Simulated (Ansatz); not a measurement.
# Ta3Ru (Cmmm) in Ansatz: notebook

One crystal, Ta3Ru, is run at these levels: PBEsol; tasks: single point.

Everything below comes from runs of Ansatz 0.2.0. Logs are shortened: lines on timing, memory, paths and dates and some standing lists are left out, and cuts for length are marked.

**1. The crystal as given**

It takes space group Cmmm (No. 65, orthorhombic). The conventional cell has a = 3.338 Å, b = 4.685 Å, c = 8.814 Å, α = 90.00°, β = 90.00°, γ = 90.00°. Around Ta (site symmetry mm2) lie 2 Ru at 2.67 Å and 6 Ta at 2.86 to 2.88 Å. Around Ta (site symmetry mmm) lie 8 Ta at 2.86 to 2.88 Å. Around Ru (site symmetry mmm) lie 4 Ta at 2.67 Å and 4 Ru at 2.88 Å.

The cell comes from a database or a generator and needn't be the stable form of this composition.

**2. Single point, PBEsol, 16.20 Å³/atom (volume scaled by 0.94)**

Input file input.yaml:

```yaml
crystal:
  lattice:
    - [1.6350173782, -2.2944953179, 0.0]
    - [1.6350173782, 2.2944953179, 0.0]
    - [0.0, 0.0, 8.6342659203]
  atoms:
    - { symbol: Ta, position: [0.5, 0.5, 0.236116] }
    - { symbol: Ta, position: [0.0, 0.0, 0.5] }
    - { symbol: Ta, position: [0.5, 0.5, 0.763884] }
    - { symbol: Ru, position: [0.0, 0.0, 0.0] }
kpoints:
  mp_grid: { grid: [10, 10, 3] }
scf:
  occupations: { method: fermi_dirac, width: 0.05 }
hamiltonian:
  xc: pbesol
  pseudopotentials: { kind: all_electron, lapw: { basis_error: 0.001 } }
output:
  forces: true
  stress: true
  eigenvalues: true
```

Potentials or basis: all-electron LAPW, scalar-relativistic.

On the command line:

```sh
$ ansatz run input.yaml --threads 2 --pin off --max-ram 8192MiB --backend cpu --events-out ev --progress --plain --runs-dir out
```

Output:

```text
Warning: RAYON_NUM_THREADS=2 ignored (pool sized by the plan → 2); use --threads N
LAPW: plane waves up to 8.994 Å⁻¹, error target 1.0e-3 eV per atom; small_component_spin mean_spin; Ru in spheres of 1.269 Å, 32 of its electrons in bands, Dirac shells []; Ta in spheres of 1.345 Å, 43 of its electrons in bands, Dirac shells [] (how accurate: hamiltonian.pseudopotentials.lapw.basis_error, Limitations)
Engine: ansatz 0.2.0, x86_64-unknown-linux-gnu
Pseudopotentials: kind: all_electron
Pseudopotential: Ta, LAPW, valence charge 43, lapw/all_electron/scalar/gaussian/Ta, Koelling and Harmon's equation, gaussian nucleus
Pseudopotential: Ru, LAPW, valence charge 32, lapw/all_electron/scalar/gaussian/Ru, Koelling and Harmon's equation, gaussian nucleus
Functional definition: PBEsol
[... 48 lines left out ...]
  E_atoms      = -1396521.574655  (free atoms, spherical and without spin; not in F)
  Σ components = -1396563.512506   (vs F -1396563.512506, Δ=0.00e0)
  Basis errors (estimates in eV, not in F): energy 2.9e-4 per atom: plane waves 2.6e-4 (1.3e-4 summed), levels above the bands 6.5e-105, relativity 4.8e-8, radial functions 3.8e-5, core shells 1.8e-7; eigenvalues (radial functions only) 1.1e-6; not estimated: angular momenta, meshes, grids; target (lapw.basis_error) 1.0e-3; muffin-tin radii Ru 1.269 Å, Ta 1.345 Å
--- Forces (eV/Å), atoms counted from 1 ---
  atom   1  Ta     0.00000000     0.00000000     0.07360914
  atom   2  Ta     0.00000000     0.00000000     0.00000000
  atom   3  Ta     0.00000000     0.00000000    -0.07360914
  atom   4  Ru     0.00000000     0.00000000     0.00000000
  max |Σ_I F_I| component: 3.16e-30 eV/Å
--- Stress (GPa, compression-positive) ---
        4.824001       0.000000       0.000000
        0.000000       5.897591       0.000000
        0.000000       0.000000       6.342892
  P = ⅓ Tr σ = 5.6882 GPa (56.882 kbar)
--- Band table (eV; the first three rows and the last of 62) ---
  k-point 0: bands = ["-416.9985", "-416.9507", "-416.9030", "-368.0008", "-368.0008", "-367.9936", "-367.9936", "-367.9921", "-367.9921", "-367.6789", "-367.6774", "-367.6708", "-243.3487", "-243.3122", "-243.3029", "-243.2740", "-243.2487", "-189.7844", "-189.7844", "-189.7833", "-189.7833", "-189.7646", "-189.7646", "-189.7622", "-189.7622", "-189.7604", "-189.7604", "-189.4646", "-189.4588", "-189.4480", "-189.4428", "-189.4378", "-46.4433", "-41.0946", "-41.0885", "-40.7508", "-16.5892", "-16.3556", "-16.1381", "-8.0673", "-7.7624", "-7.3136", "-7.2595", "-7.0396", "-7.0388", "-7.0355", "-6.8479", "-6.7207", "7.1272", "7.1273", "7.1313", "7.1322", "7.1412", "7.1416", "7.1560", "7.1567", "7.1574", "7.1580", "7.1642", "7.1652", "7.2094", "7.2098", "7.4462", "7.4566", "7.4650", "7.4852", "7.4874", "7.4880", "7.5293", "17.9323", "20.2163", "20.6587", "20.8733", "22.5713", "24.0378", "24.7759", "24.8695", "25.0785", "25.3197", "25.7767", "26.1453", "26.4927", "27.2872", "28.2213", "28.6634", "29.1603", "29.3917", "30.0321", "30.0400", "30.1336", "30.2347", "30.9310", "33.7822", "37.7681", "39.2543", "40.8546", "40.9794"]
  k-point 1: bands = ["-416.9985", "-416.9507", "-416.9030", "-368.0008", "-368.0008", "-367.9936", "-367.9936", "-367.9921", "-367.9921", "-367.6789", "-367.6774", "-367.6708", "-243.3487", "-243.3122", "-243.3029", "-243.2740", "-243.2487", "-189.7844", "-189.7844", "-189.7833", "-189.7833", "-189.7646", "-189.7646", "-189.7622", "-189.7622", "-189.7604", "-189.7604", "-189.4646", "-189.4588", "-189.4480", "-189.4428", "-189.4378", "-46.4433", "-41.0962", "-41.0868", "-40.7509", "-16.5891", "-16.3556", "-16.1381", "-8.0940", "-7.7207", "-7.3220", "-7.2497", "-7.0508", "-7.0394", "-7.0390", "-6.8494", "-6.7207", "7.1269", "7.1276", "7.1306", "7.1329", "7.1407", "7.1421", "7.1556", "7.1563", "7.1578", "7.1585", "7.1644", "7.1649", "7.2089", "7.2103", "7.4462", "7.4566", "7.4650", "7.4852", "7.4874", "7.4880", "7.5293", "18.2827", "19.2378", "20.8475", "21.2481", "22.5850", "24.1052", "24.4989", "24.8886", "25.5183", "25.6235", "25.7772", "26.3061", "26.5864", "27.1349", "27.4376", "27.8784", "29.5227", "29.9651", "29.9765", "30.2419", "30.2818", "30.5577", "30.8133", "32.8226", "38.3399", "39.7687", "40.0407", "41.2818"]
  k-point 2: bands = ["-416.9985", "-416.9507", "-416.9030", "-368.0008", "-368.0008", "-367.9936", "-367.9936", "-367.9921", "-367.9921", "-367.6789", "-367.6774", "-367.6708", "-243.3487", "-243.3122", "-243.3029", "-243.2740", "-243.2487", "-189.7844", "-189.7844", "-189.7833", "-189.7833", "-189.7646", "-189.7646", "-189.7622", "-189.7622", "-189.7604", "-189.7604", "-189.4646", "-189.4588", "-189.4480", "-189.4428", "-189.4378", "-46.4397", "-41.0873", "-41.0818", "-40.7449", "-16.5849", "-16.3743", "-16.1575", "-8.0445", "-7.7648", "-7.3595", "-7.3332", "-7.0898", "-7.0851", "-7.0205", "-6.9019", "-6.7615", "7.1307", "7.1309", "7.1328", "7.1336", "7.1432", "7.1436", "7.1548", "7.1559", "7.1569", "7.1580", "7.1620", "7.1630", "7.2049", "7.2051", "7.4497", "7.4577", "7.4670", "7.4852", "7.4854", "7.4866", "7.5248", "18.2719", "20.5004", "20.9069", "21.1630", "22.6335", "23.9319", "24.7142", "24.8013", "24.8409", "25.2203", "25.8176", "25.9996", "26.5052", "27.2986", "27.7685", "28.8794", "29.2770", "29.5431", "29.7011", "30.0904", "30.1088", "30.4743", "31.2689", "34.2793", "38.2240", "38.8048", "41.4692", "41.4769"]
  k-point 61: bands = ["-416.9985", "-416.9507", "-416.9030", "-368.0008", "-368.0008", "-367.9936", "-367.9936", "-367.9921", "-367.9921", "-367.6789", "-367.6774", "-367.6708", "-243.3487", "-243.3122", "-243.3029", "-243.2740", "-243.2487", "-189.7844", "-189.7844", "-189.7833", "-189.7833", "-189.7646", "-189.7646", "-189.7622", "-189.7622", "-189.7604", "-189.7604", "-189.4646", "-189.4588", "-189.4480", "-189.4428", "-189.4378", "-46.3783", "-40.9690", "-40.9639", "-40.6314", "-16.5800", "-16.5443", "-16.5070", "-8.2517", "-8.1862", "-7.8230", "-7.8053", "-7.7384", "-7.7309", "-7.5180", "-7.3131", "-6.9881", "7.1239", "7.1242", "7.1276", "7.1285", "7.1387", "7.1416", "7.1531", "7.1559", "7.1644", "7.1661", "7.1831", "7.1835", "7.1913", "7.1915", "7.4468", "7.4469", "7.4649", "7.4868", "7.4913", "7.5053", "7.5091", "21.0498", "21.2286", "21.3593", "22.1790", "22.4037", "22.5249", "22.6283", "24.9291", "25.0586", "26.5187", "26.7242", "27.4766", "28.4674", "28.7454", "29.3651", "30.9132", "30.9879", "31.4751", "33.2836", "33.3152", "33.5617", "34.1184", "34.8625", "35.0453", "35.5298", "36.3083", "36.9512", "37.4789"]
```

It took 72 s on 2 threads of AMD EPYC 7R43 (Zen 3), shared host; peak memory 1.1 GiB.

Results:

- Free energy: -1396563.5125 eV
- Pressure: 5.7 GPa
- Largest force: 0.074 eV/Å
- Band gap on the k mesh: none (metal or under the smearing width)

**3. Single point, PBEsol, 16.54 Å³/atom (volume scaled by 0.96)**

Changes to input.yaml since step 2:

```diff
@@ -2,5 +2,5 @@
   lattice:
-    - [1.6350173782, -2.2944953179, 0.0]
-    - [1.6350173782, 2.2944953179, 0.0]
-    - [0.0, 0.0, 8.6342659203]
+    - [1.6465319645, -2.310654268, 0.0]
+    - [1.6465319645, 2.310654268, 0.0]
+    - [0.0, 0.0, 8.6950726133]
   atoms:
```

Potentials or basis: all-electron LAPW, scalar-relativistic.

On the command line:

```sh
$ ansatz run input.yaml --threads 2 --pin off --max-ram 8192MiB --backend cpu --events-out ev --progress --plain --runs-dir out
```

Wall time 71 s (2 threads of AMD EPYC 7R43 (Zen 3), shared host); peak memory 1.1 GiB.

The run converged. Its results:

```yaml
Free_energy: -1396563.5386 eV
Pressure: 0.5 GPa
Largest_force: 0.006 eV/Å
Band_gap_on_the_k_mesh: none (metal or under the smearing width)
```

**4. Single point, PBEsol, 16.89 Å³/atom (volume scaled by 0.98)**

Changes to input.yaml since step 3:

```diff
@@ -2,5 +2,5 @@
   lattice:
-    - [1.6465319645, -2.310654268, 0.0]
-    - [1.6465319645, 2.310654268, 0.0]
-    - [0.0, 0.0, 8.6950726133]
+    - [1.6578877162, -2.3265903183, 0.0]
+    - [1.6578877162, 2.3265903183, 0.0]
+    - [0.0, 0.0, 8.7550405263]
   atoms:
```

On the command line:

```sh
$ ansatz run input.yaml --threads 2 --pin off --max-ram 8192MiB --backend cpu --events-out ev --progress --plain --runs-dir out
```

Wall time 70 s (2 threads of AMD EPYC 7R43 (Zen 3), shared host); peak memory 1.1 GiB.

The run converged. Its results:

```yaml
Free_energy: -1396563.5223 eV
Pressure: -4.2 GPa
Largest_force: 0.055 eV/Å
Band_gap_on_the_k_mesh: none (metal or under the smearing width)
```

**5. Single point, PBEsol, 17.23 Å³/atom**

Changes to input.yaml since step 4:

```diff
@@ -2,5 +2,5 @@
   lattice:
-    - [1.6578877162, -2.3265903183, 0.0]
-    - [1.6578877162, 2.3265903183, 0.0]
-    - [0.0, 0.0, 8.7550405263]
+    - [1.66909, -2.342311, 0.0]
+    - [1.66909, 2.342311, 0.0]
+    - [0.0, 0.0, 8.814198]
   atoms:
```

On the command line:

```sh
$ ansatz run input.yaml --threads 2 --pin off --max-ram 8192MiB --backend cpu --events-out ev --progress --plain --runs-dir out
```

Wall time 69 s (2 threads of AMD EPYC 7R43 (Zen 3), shared host); peak memory 1.1 GiB.

The run converged. Its results:

- Free energy: -1396563.4677 eV
- Pressure: -8.4 GPa
- Largest force: 0.108 eV/Å
- Band gap on the k mesh: none (metal or under the smearing width)

**6. Single point, PBEsol, 17.57 Å³/atom (volume scaled by 1.02)**

Changes to input.yaml since step 5:

```diff
@@ -2,5 +2,5 @@
   lattice:
-    - [1.66909, -2.342311, 0.0]
-    - [1.66909, 2.342311, 0.0]
-    - [0.0, 0.0, 8.814198]
+    - [1.6801438983, -2.3578234455, 0.0]
+    - [1.6801438983, 2.3578234455, 0.0]
+    - [0.0, 0.0, 8.8725718734]
   atoms:
```

Potentials or basis: all-electron LAPW, scalar-relativistic.

On the command line:

```sh
$ ansatz run input.yaml --threads 2 --pin off --max-ram 8192MiB --backend cpu --events-out ev --progress --plain --runs-dir out
```

Run time: 70 s. Hardware: 2 threads of AMD EPYC 7R43 (Zen 3), shared host; peak memory 1.1 GiB.

The run converged. Its results:

```yaml
Free_energy: -1396563.3789 eV
Pressure: -12.2 GPa
Largest_force: 0.156 eV/Å
Band_gap_on_the_k_mesh: none (metal or under the smearing width)
```

**7. Single point, PBEsol, 17.92 Å³/atom (volume scaled by 1.04)**

Changes to input.yaml since step 6:

```diff
@@ -2,5 +2,5 @@
   lattice:
-    - [1.6801438983, -2.3578234455, 0.0]
-    - [1.6801438983, 2.3578234455, 0.0]
-    - [0.0, 0.0, 8.8725718734]
+    - [1.6910542293, -2.3731344163, 0.0]
+    - [1.6910542293, 2.3731344163, 0.0]
+    - [0.0, 0.0, 8.9301875908]
   atoms:
```

On the command line:

```sh
$ ansatz run input.yaml --threads 2 --pin off --max-ram 8192MiB --backend cpu --events-out ev --progress --plain --runs-dir out
```

It took 69 s on 2 threads of AMD EPYC 7R43 (Zen 3), shared host; peak memory 1.1 GiB.

Results (log left out):

```yaml
Free_energy: -1396563.2593 eV
Pressure: -15.6 GPa
Largest_force: 0.197 eV/Å
Band_gap_on_the_k_mesh: none (metal or under the smearing width)
```

**8. Single point, PBEsol, 18.26 Å³/atom (volume scaled by 1.06)**

Changes to input.yaml since step 7:

```diff
@@ -2,5 +2,5 @@
   lattice:
-    - [1.6910542293, -2.3731344163, 0.0]
-    - [1.6910542293, 2.3731344163, 0.0]
-    - [0.0, 0.0, 8.9301875908]
+    - [1.7018255658, -2.3882503297, 0.0]
+    - [1.7018255658, 2.3882503297, 0.0]
+    - [0.0, 0.0, 8.9870693002]
   atoms:
```

On the command line:

```sh
$ ansatz run input.yaml --threads 2 --pin off --max-ram 8192MiB --backend cpu --events-out ev --progress --plain --runs-dir out
```

It took 68 s on 2 threads of AMD EPYC 7R43 (Zen 3), shared host; peak memory 1 GiB.

The run converged. Its results:

```yaml
Free_energy: -1396563.1119 eV
Pressure: -18.6 GPa
Largest_force: 0.234 eV/Å
Band_gap_on_the_k_mesh: none (metal or under the smearing width)
```

**9. The reference run**

An earlier run on the cell as given: functional PBEsol; potentials or basis all-electron LAPW, scalar-relativistic; cutoff 294 eV (chosen from the basis error); basis error allowed 0.001 eV/atom; k mesh 10 × 10 × 3; occupations fermi-dirac, width 0.05 eV; no spin polarisation.

* Pressure: -8.4 GPa
* Largest force: 0.108 eV/Å
* Band gap on the k mesh: none (metal or under the smearing width)
